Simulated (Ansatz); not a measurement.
# CsSnI3: the cost of one run

Program: Ansatz 0.2.0. Level of theory: DFT PBE, scalar-relativistic, plane waves, PAW, and further levels as typed in the inputs. These are calculated values, not measurements.

The COD cell was measured well above room temperature, so it is larger than a cold one.

**1. Starting point**

Symmetry: Pm-3m, No. 221, cubic system. Conventional cell: a = 6.206 Å, b = 6.206 Å, c = 6.206 Å, α = 90.00°, β = 90.00°, γ = 90.00°. Cs (site symmetry m-3m) is surrounded by 12 I at 4.39 Å. Sn (site symmetry m-3m) is surrounded by 6 I at 3.10 Å. I (site symmetry 4/mmm) has 2 Sn at 3.10 Å and 4 Cs at 4.39 Å as nearest neighbours.

As a file:

```cif
data_structure
_symmetry_space_group_name_H-M 'P 1'
_symmetry_Int_Tables_number 1
_cell_length_a 6.2057
_cell_length_b 6.2057
_cell_length_c 6.2057
_cell_angle_alpha 90.000
_cell_angle_beta 90.000
_cell_angle_gamma 90.000
_cell_volume 238.99
loop_
_atom_site_label
_atom_site_type_symbol
_atom_site_fract_x
_atom_site_fract_y
_atom_site_fract_z
_atom_site_occupancy
Cs1 Cs 0.00000 0.00000 0.00000 1
Sn1 Sn 0.50000 0.50000 0.50000 1
I1 I 0.00000 0.50000 0.50000 1
I2 I 0.50000 0.00000 0.50000 1
I3 I 0.50000 0.50000 0.00000 1
```

The structure rests on an entry of the Crystallography Open Database; cell or positions may have been set otherwise for this series.

**2. Single point: CsSnI3, no spin**

Contents of input.yaml:

```yaml
crystal:
  lattice:
    - [6.2057, 0.0, 0.0]
    - [0.0, 6.2057, 0.0]
    - [0.0, 0.0, 6.2057]
  atoms:
    - { symbol: Cs, position: [0.0, 0.0, 0.0] }
    - { symbol: Sn, position: [0.5, 0.5, 0.5] }
    - { symbol: I, position: [0.0, 0.5, 0.5] }
    - { symbol: I, position: [0.5, 0.0, 0.5] }
    - { symbol: I, position: [0.5, 0.5, 0.0] }
scf:
  occupations: { method: fixed }
output:
  forces: false
  stress: false
  eigenvalues: true
  eigenstates: { kpoints: [[0, 0, 0], [0.5, 0.5, 0.5]], e_range: [-3, 6] }
  write_density: true
  write_potential: true
  elf: true
  volumetric_format: npy
kpoints:
  mp_grid: { grid: [8, 8, 8] }
```

On the command line:

```bash
$ ansatz run input.yaml --threads 8 --pin off --max-ram 22528MiB --backend cpu --events-out ev --progress --plain --runs-dir out
```

What time and memory should one allow on 8 threads of Intel Xeon Platinum 8488C (Sapphire Rapids), shared host?

About 11 s, with a peak of 1 GiB.
